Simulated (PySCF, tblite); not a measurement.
# C3H9BF2Si: geometry, infrared bands and NMR shifts

Aim: predict the infrared bands and NMR shifts of C3H9BF2Si (`CC[SiH2]CB(F)F`).

Programs: tblite 0.8.0 and PySCF 2.14.0, with density-fitted response routines of our own. Each step states its level of theory. These are calculated values for one molecule in the gas phase, unless marked as measured. Atoms are numbered from 0 throughout.

### 1 Starting geometry

16 atoms, charge 0, multiplicity 1; geometry from: force field or distance geometry start.

Bonds of the start (Å): C0–C1 1.51, C1–Si2 1.87, Si2–C3 1.84, C3–B4 1.56, B4–F5 1.46, B4–F6 1.45, C0–H7 1.11, C0–H8 1.11, C0–H9 1.12, C1–H10 1.09, C1–H11 1.13, Si2–H12 1.47, Si2–H13 1.48, C3–H14 1.12, C3–H15 1.11.

### 2 Optimising the geometry with GFN2-xTB

What the job is given:

```
{"job": {"kind": "relax", "xc": "GFN2-xTB", "basis": "xTB"}, "charge": 0, "multiplicity": 1}
C     -1.938300     0.244000    -0.861700
C     -1.025600    -0.898400    -0.485600
Si    -0.037500    -0.523500     1.053400
C      1.332700     0.679100     0.799500
B      2.191300     0.440500    -0.480500
F      3.051200     1.549000    -0.876200
F      2.695000    -0.865800    -0.867100
H     -2.301100     0.787400     0.039000
H     -1.297000     0.940100    -1.450200
H     -2.792900    -0.115100    -1.498700
H     -0.371700    -1.212400    -1.305800
H     -1.713200    -1.744000    -0.204100
H      0.350300    -1.784100     1.703500
H     -0.995000     0.112200     1.989100
H      0.881000     1.701900     0.715100
H      1.963200     0.698200     1.718700
```

Started as:

```console
> OMP_NUM_THREADS=1 python probes_run.py task.json out
```

One launch serves the whole session: the jobs run in the order shown.

**Question.** This job is followed by: GFN2-xTB harmonic vibrations, gas phase; GIAO PBE0/pcSseg-1 NMR shielding, non-relativistic, gas phase. What will the session give for the following? strongest single infrared mode (GFN2-xTB); zero-point energy (GFN2-xTB); 13C shifts against TMS (PBE0/pcSseg-1); 1H shifts against TMS (PBE0/pcSseg-1, means over atoms taken as alike); 29Si shifts against TMS (PBE0/pcSseg-1); 11B shifts against BF3·OEt2 (PBE0/pcSseg-1); 19F shifts against CFCl3 (PBE0/pcSseg-1, means over atoms taken as alike); surface potential, 1st and 99th percentile.

As calculated:

| quantity | value |
| --- | --- |
| strongest single infrared mode (GFN2-xTB) | 1269 cm⁻¹, 494 km/mol |
| zero-point energy (GFN2-xTB) | 73.7 kcal/mol |
| 13C shifts against TMS (PBE0/pcSseg-1) | 10.5, 7.1, -3.8 ppm |
| 1H shifts against TMS (PBE0/pcSseg-1, means over atoms taken as alike) | 4.35, 1.18, 0.81, 0.47 ppm |
| 29Si shifts against TMS (PBE0/pcSseg-1) | -37.5 ppm |
| 11B shifts against BF3·OEt2 (PBE0/pcSseg-1) | 29.1 ppm |
| 19F shifts against CFCl3 (PBE0/pcSseg-1, means over atoms taken as alike) | -71.7 ppm |
| surface potential, 1st and 99th percentile | -0.85 V and 1.59 V |

In words: Over 122 steps the energy fell by 1.203 eV; of the close pairs, B4–F5 changed most, 1.458 to 1.325 Å. No mode is imaginary among the 42: a minimum at this level. The strongest single mode, at 1269 cm⁻¹, moves mainly B4. Unscaled tight-binding wavenumbers are off by several per cent, some by more. Its intensities can rank the bands wrongly. At PBE0/pcSseg-1: Shielding is most anisotropic at F5, F6 (span 292 ppm, paramagnetic term -226 ppm).
